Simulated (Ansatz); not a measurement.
**HfIn4SiO6 in Ansatz: convergence with k mesh**

Crystal: HfIn4SiO6.

```
Hf In Si O
1.0
     3.23023   -5.57768   -0.02470
     3.23023    5.57768   -0.02470
    -1.49068    0.00000    6.32030
Hf In Si O
1 4 1 6
Cartesian
  0.6440 0.0000 0.0526
  4.1040 -1.7301 0.0202
  4.1040 1.7301 0.0202
  1.7482 -1.8121 3.0400
  1.7482 1.8121 3.0400
  4.8557 0.0000 2.7718
  4.0293 -1.3765 2.3731
  4.0293 1.3765 2.3731
  -0.2525 0.0000 1.8631
  5.2892 0.0000 4.3477
  1.7422 -1.5806 0.4557
  1.7422 1.5806 0.4557
```

The cell was built by a generator and needn't be a form met in nature.

```yaml
Program: Ansatz 0.2.0
Task: convergence study
Functional: PBE
Potentials_or_basis: Ansatz PAW
Cutoff: "420 eV (not typed: the program's choice for these potentials)"
k_mesh: 2 × 2 × 2
Occupations: fermi-dirac, width 0.05 eV
Spin: no spin polarisation
```

These are the settings of the first run; the series varies k mesh, with any setting tied to it.

Hardware: 8 threads of Arm Neoverse V2 (shared host).

| k mesh | energy less the tightest run, at zero smearing (meV/atom) | pressure (GPa) | largest force (eV/Å) | gap on the mesh (eV) | SCF cycles | CPU time (s) | peak memory (GiB) |
| --- | --- | --- | --- | --- | --- | --- | --- |
| 2 × 2 × 2 | -4.16 | -0.10 | 0.083 | 1.058 | 9 | 6.4 | 0.75 |
| 3 × 3 × 2 | -1.33 | -0.02 | 0.028 | 0.803 | 9 | 12 | 0.85 |
| 3 × 3 × 3 | -0.02 | -0.01 | 0.008 | 0.660 | 9 | 17 | 0.92 |
| 4 × 4 × 3 | 0.11 | -0.01 | 0.006 | 0.562 | 9 | 26 | 1 |
| 5 × 5 × 4 | 0.01 | -0.01 | 0.007 | 0.643 | 9 | 50 | 1.2 |
| 6 × 6 × 5 | 0.00 | -0.01 | 0.007 | 0.543 | 9 | 82 | 1.3 |
| 7 × 7 × 6 | -0.01 | -0.01 | 0.007 | 0.491 | 9 | 130 | 1.5 |
| 8 × 8 × 7 | 0.00 | -0.01 | 0.007 | 0.528 | 9 | 190 | 1.9 |

Against the tightest run, the energy stays within 1 meV/atom from 3 × 3 × 3 on; the pressure stays within 0.1 GPa from 2 × 2 × 2 on; the largest force stays within 0.005 eV/Å from 3 × 3 × 3 on. Not settled before the last step: the gap on the mesh (to 0.01 eV). Meshes of other sizes hit other points, so gaps and Fermi surfaces needn't settle smoothly. The tightest run that finished is the yardstick and may itself not be fully converged.

Caveat, for the tightest run too: odd divisions of the mesh miss points on the zone boundary, where band edges often lie, so the gap on the mesh can be too wide; the pressure holds a Pulay correction of +0.3 GPa for the finite cutoff; spin-orbit coupling is left out, which moves the levels of the heavy elements.
